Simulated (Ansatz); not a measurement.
# Alloy of GaAs and GaP (4 of 32 As sites exchanged), 64 atoms

Wanted: the relaxed alloy cell and its gap (PBEsol and HSE06).

Method: density functional theory in Ansatz 0.2.0, PAW datasets, plane waves.

**1. The starting cell**

64 atoms (32 Ga, 28 As, 4 P); a = 11.267 Å, b = 11.267 Å, c = 11.267 Å, α = 90.00°, β = 90.00°, γ = 90.00°. All atoms were shaken off their sites by about 0.02 Å along each axis.

Steps to follow: (2) PBEsol cell relaxation at the single k point (¼, ¼, ¼), on 1 × NVIDIA H100 80GB HBM3 with 4 threads of AMD EPYC 7R13; (3) HSE06 single point at the Γ point alone, on 1 × NVIDIA H100 80GB HBM3 with 4 threads of AMD EPYC 7R13.

**2. Relaxing cell and atoms with PBEsol**

File in.yaml:

```yaml
crystal:
  lattice:
    - [11.266837, 0.000000, 0.000000]
    - [0.000000, 11.266837, 0.000000]
    - [0.000000, 0.000000, 11.266837]
  atoms:
    - { symbol: Ga, position: [0.997942, 0.998484, 0.003957] }
    - { symbol: Ga, position: [0.995804, 0.998699, 0.500958] }
    - { symbol: Ga, position: [0.003362, 0.498866, 0.999398] }
    - { symbol: Ga, position: [0.997165, 0.502406, 0.498777] }
    - { symbol: Ga, position: [0.498476, 0.001468, 0.000851] }
    - { symbol: Ga, position: [0.501338, 0.001661, 0.504938] }
    - { symbol: Ga, position: [0.498837, 0.500287, 0.000713] }
    - { symbol: Ga, position: [0.496218, 0.498438, 0.501344] }
    - { symbol: Ga, position: [0.251684, 0.247473, 0.000270] }
    - { symbol: Ga, position: [0.251893, 0.249373, 0.499608] }
    - { symbol: Ga, position: [0.251007, 0.746928, 0.999545] }
    - { symbol: Ga, position: [0.250916, 0.749021, 0.501329] }
    - { symbol: Ga, position: [0.750040, 0.249111, 0.000052] }
    - { symbol: Ga, position: [0.752895, 0.249782, 0.500371] }
    - { symbol: Ga, position: [0.747811, 0.750735, 0.999310] }
    - { symbol: Ga, position: [0.748125, 0.749368, 0.496842] }
    - { symbol: Ga, position: [0.252381, 0.999685, 0.251379] }
    - { symbol: Ga, position: [0.247395, 0.000253, 0.751294] }
    - { symbol: Ga, position: [0.251850, 0.501446, 0.248676] }
    - { symbol: Ga, position: [0.250332, 0.506923, 0.748259] }
    - { symbol: Ga, position: [0.750450, 0.998283, 0.250835] }
    - { symbol: Ga, position: [0.748520, 0.001840, 0.749774] }
    - { symbol: Ga, position: [0.749858, 0.501967, 0.249733] }
    - { symbol: Ga, position: [0.747900, 0.497960, 0.748854] }
    - { symbol: Ga, position: [0.001561, 0.250524, 0.248193] }
    - { symbol: Ga, position: [0.001695, 0.249041, 0.749703] }
    - { symbol: Ga, position: [0.003729, 0.753772, 0.249525] }
    - { symbol: Ga, position: [0.000062, 0.749955, 0.747832] }
    - { symbol: Ga, position: [0.501728, 0.250613, 0.251177] }
    - { symbol: Ga, position: [0.501508, 0.252401, 0.747491] }
    - { symbol: Ga, position: [0.500864, 0.748615, 0.249028] }
    - { symbol: Ga, position: [0.499271, 0.747394, 0.750381] }
    - { symbol: As, position: [0.124527, 0.127102, 0.124542] }
    - { symbol: As, position: [0.126604, 0.125488, 0.623559] }
    - { symbol: As, position: [0.128971, 0.627385, 0.125119] }
    - { symbol: As, position: [0.123819, 0.624374, 0.624333] }
    - { symbol: As, position: [0.628393, 0.123087, 0.120752] }
    - { symbol: As, position: [0.627386, 0.124465, 0.625172] }
    - { symbol: As, position: [0.624344, 0.622057, 0.126239] }
    - { symbol: As, position: [0.624271, 0.623851, 0.622482] }
    - { symbol: As, position: [0.371529, 0.374713, 0.124598] }
    - { symbol: As, position: [0.376622, 0.873451, 0.122430] }
    - { symbol: As, position: [0.374073, 0.872140, 0.625785] }
    - { symbol: As, position: [0.875373, 0.375997, 0.124930] }
    - { symbol: As, position: [0.871665, 0.373618, 0.624190] }
    - { symbol: As, position: [0.875333, 0.872072, 0.128495] }
    - { symbol: As, position: [0.876844, 0.874871, 0.626004] }
    - { symbol: As, position: [0.376547, 0.127468, 0.874580] }
    - { symbol: As, position: [0.372180, 0.627951, 0.876899] }
    - { symbol: As, position: [0.876190, 0.123176, 0.375849] }
    - { symbol: As, position: [0.871813, 0.129717, 0.874855] }
    - { symbol: As, position: [0.875501, 0.622973, 0.372161] }
    - { symbol: As, position: [0.876085, 0.625781, 0.877937] }
    - { symbol: As, position: [0.124508, 0.374757, 0.372424] }
    - { symbol: As, position: [0.124223, 0.375403, 0.873064] }
    - { symbol: As, position: [0.127497, 0.876084, 0.370034] }
    - { symbol: As, position: [0.125698, 0.877427, 0.875822] }
    - { symbol: As, position: [0.623154, 0.373867, 0.375366] }
    - { symbol: As, position: [0.627208, 0.874691, 0.375561] }
    - { symbol: As, position: [0.625537, 0.875356, 0.874692] }
    - { symbol: P, position: [0.376567, 0.376323, 0.627683] }
    - { symbol: P, position: [0.373131, 0.125581, 0.375167] }
    - { symbol: P, position: [0.375598, 0.623154, 0.376253] }
    - { symbol: P, position: [0.626743, 0.374468, 0.874084] }
  symmetry: { detect: false }
kpoints:
  mp_grid: { grid: [1, 1, 1], shift: [0.25, 0.25, 0.25] }
hamiltonian:
  xc: pbesol
scf:
  occupations: { method: fermi_dirac, width: 0.01 }
relax:
  f_tol: 0.03
  max_steps: 80
  escape_saddle: false
  adjacent_minimum: "off"
  cell: { fix: [shape] }
output:
  forces: true
  eigenvalues: true
  populations: true
```

On the command line:

```
> ansatz run in.yaml --threads 4 --pin off --max-ram 42750MiB --runs-dir r --events-out ev --progress --plain --backend cuda --devices 0, --max-vram 37GiB
```

After this run come: Single point with HSE06.

What does the calculation give? Wanted: for each run, top filled to lowest empty.

As calculated:

```
             level           time   k points  top filled to lowest empty (eV)
PBEsol, relaxation     20 s (GPU)  (¼, ¼, ¼)                             1.34
             HSE06  1.7 min (GPU)          Γ                             1.61
```

```
     quantity                                                                         value
   relaxation                                              4 recorded steps, 0.72 eV gained
largest shift                                                                 0.13 Å (Ga20)
 relaxed cell  a = 11.261 Å, b = 11.261 Å, c = 11.261 Å, α = 90.00°, β = 90.00°, γ = 90.00°
   mean bonds                                                     As–Ga 2.447, Ga–P 2.379 Å
```

**What this shows.** Relaxation gains 0.72 eV, with shifts up to 0.13 Å (Ga20), while the volume changes by -0.2 %. The mean lengths of the listed bonds run from Ga–P 2.38 Å to As–Ga 2.45 Å. The relaxation ran on other k points, so part of any difference from the later rows can come from the mesh. Spin–orbit coupling is left out, which matters for the band edges of the heavier elements here. With one k point the spacing samples only the states that fold onto it, so it can exceed the gap over the zone.
